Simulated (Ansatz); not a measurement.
# C₇H₁₃FHfN₂: small, medium and large basis sets

An exercise on one series of results from a longer session: the logs are not shown, and one member is left open.

Program: Ansatz 0.2.0, Gaussian basis. Level of theory: one geometry, several basis sets. These are calculated values, not measurements.

The runs, in order: PBE0-D4/def2-SVP; ωB97M-V/def2-SVP; PBE0-D4/def2-QZVPP; ωB97M-V/def2-QZVPP; the functionals' def2-TZVPP values are taken from earlier runs.

## Structure used throughout

All runs share one geometry, relaxed beforehand with PBE0-D4 in a triple-zeta def2 set. Hf takes the def2 core potential; no spin-orbit term is included.

SMILES `CC[C@@]12[C@H]3[C@H]4[C@H]5[C@@H]1[Hf]4532([NH2])([NH2])[F]`, 24 atoms, charge 0, spin multiplicity 1.

Atoms are counted from 1 here; the program's logs count them from 0.

Bond lengths: C1–C2 1.523 Å, C1–H12 1.093 Å, C1–H13 1.093 Å, C1–H14 1.092 Å, C2–C3 1.498 Å, C2–H15 1.096 Å, C2–H16 1.093 Å, C3–C4 1.413 Å, C3–C7 1.419 Å, C3–Hf8 2.529 Å, C4–C5 1.408 Å, C4–Hf8 2.564 Å, C4–H17 1.081 Å, C5–C6 1.411 Å, C5–Hf8 2.565 Å, C5–H18 1.080 Å, C6–C7 1.412 Å, C6–Hf8 2.525 Å and more. Angles: C2–C1–H12 110.9°, C2–C1–H13 111.6°, C2–C1–H14 110.8°, H12–C1–H13 108.3°, H12–C1–H14 107.4°, H13–C1–H14 107.7°, C1–C2–C3 114.6°, C1–C2–H15 109.2°, C1–C2–H16 109.5°, C3–C2–H15 108.4°, C3–C2–H16 108.6°, H15–C2–H16 106.2°, C2–C3–C4 126.0°, C2–C3–C7 126.9°, C2–C3–Hf8 119.8°, C4–C3–C7 107.0°, C4–C3–Hf8 75.3°, C7–C3–Hf8 72.4° and more.

Coordinates:

```xyz
24
charge 0, multiplicity 1
C    -0.3223    1.9537   -1.8960
C    -1.4537    0.9776   -1.6016
C    -1.2700    0.1658   -0.3557
C    -1.4353   -1.2334   -0.2438
C    -1.2203   -1.6098    1.0961
C    -0.9236   -0.4425    1.8317
C    -0.9522    0.6518    0.9395
Hf    1.0257   -0.7064    0.2483
N     1.7879   -2.1268    1.5000
N     2.3482    0.8240    0.5484
F     1.3841   -1.1565   -1.6017
H     0.6078    1.4201   -2.1105
H    -0.1440    2.6276   -1.0548
H    -0.5565    2.5666   -2.7690
H    -2.3958    1.5314   -1.5169
H    -1.5755    0.2951   -2.4466
H    -1.6521   -1.9000   -1.0668
H    -1.2590   -2.6163    1.4860
H    -0.6960   -0.3950    2.8867
H    -0.7625    1.6826    1.2004
H     2.7717   -2.3618    1.4622
H     1.3319   -2.7450    2.1514
H     2.5829    1.5442   -0.1202
H     2.7785    1.0530    1.4329
```

Set-up of the first run:

in.yaml reads:

```yaml
crystal:
  periodic: [false, false, false]
  atoms:
    - {symbol: C, position_ang: [-0.322251, 1.953676, -1.896028]}
    - {symbol: C, position_ang: [-1.453665, 0.977566, -1.601586]}
    - {symbol: C, position_ang: [-1.269964, 0.165777, -0.355653]}
    - {symbol: C, position_ang: [-1.435293, -1.233380, -0.243755]}
    - {symbol: C, position_ang: [-1.220336, -1.609848, 1.096124]}
    - {symbol: C, position_ang: [-0.923612, -0.442479, 1.831652]}
    - {symbol: C, position_ang: [-0.952206, 0.651825, 0.939500]}
    - {symbol: Hf, position_ang: [1.025720, -0.706440, 0.248296]}
    - {symbol: N, position_ang: [1.787878, -2.126753, 1.500020]}
    - {symbol: N, position_ang: [2.348164, 0.823970, 0.548403]}
    - {symbol: F, position_ang: [1.384132, -1.156509, -1.601719]}
    - {symbol: H, position_ang: [0.607750, 1.420134, -2.110547]}
    - {symbol: H, position_ang: [-0.144042, 2.627563, -1.054782]}
    - {symbol: H, position_ang: [-0.556461, 2.566617, -2.768959]}
    - {symbol: H, position_ang: [-2.395787, 1.531448, -1.516899]}
    - {symbol: H, position_ang: [-1.575495, 0.295079, -2.446608]}
    - {symbol: H, position_ang: [-1.652051, -1.900027, -1.066783]}
    - {symbol: H, position_ang: [-1.259008, -2.616261, 1.486003]}
    - {symbol: H, position_ang: [-0.695959, -0.395010, 2.886749]}
    - {symbol: H, position_ang: [-0.762532, 1.682610, 1.200377]}
    - {symbol: H, position_ang: [2.771729, -2.361786, 1.462152]}
    - {symbol: H, position_ang: [1.331886, -2.744972, 2.151399]}
    - {symbol: H, position_ang: [2.582931, 1.544237, -0.120232]}
    - {symbol: H, position_ang: [2.778470, 1.052952, 1.432885]}
basis:
  gaussian: {orbitals: def2-SVP}
hamiltonian: {xc: pbe0, dispersion: d4}
output: {orbitals: {seedname: orbitals}}
```

Command:

```sh
> ansatz run in.yaml --threads 4 --pin off --events-out ev --progress --plain --max-ram 66560MiB --backend cpu
```

Among the steps run: PBE0-D4 in def2-SVP; ωB97M-V in def2-SVP; PBE0-D4 in def2-QZVPP; ωB97M-V in def2-QZVPP.

One of the session's tables, all rows but one given; the rest of the session is left out.

It belongs to the step «Density functionals: the series». 

| functional | basis | HOMO (eV) | LUMO (eV) |
| --- | --- | --- | --- |
| PBE0-D4 | def2-SVP | -6.60 | 0.02 |
| PBE0-D4 | def2-TZVPP | -6.65 | -0.05 |
| PBE0-D4 | def2-QZVPP | -6.69 | -0.10 |
| ωB97M-V | def2-SVP | -8.83 | 1.77 |
| ωB97M-V | def2-TZVPP | ? | ? |
| ωB97M-V | def2-QZVPP | -8.90 | 0.87 |

Q: Estimate the row for ωB97M-V, def2-TZVPP from the others.

**Answer.** HOMO (eV): -8.86; LUMO (eV): 1.31. In the column «HOMO (eV)» it lies between ωB97M-V, def2-QZVPP (-8.90) and ωB97M-V, def2-SVP (-8.83).
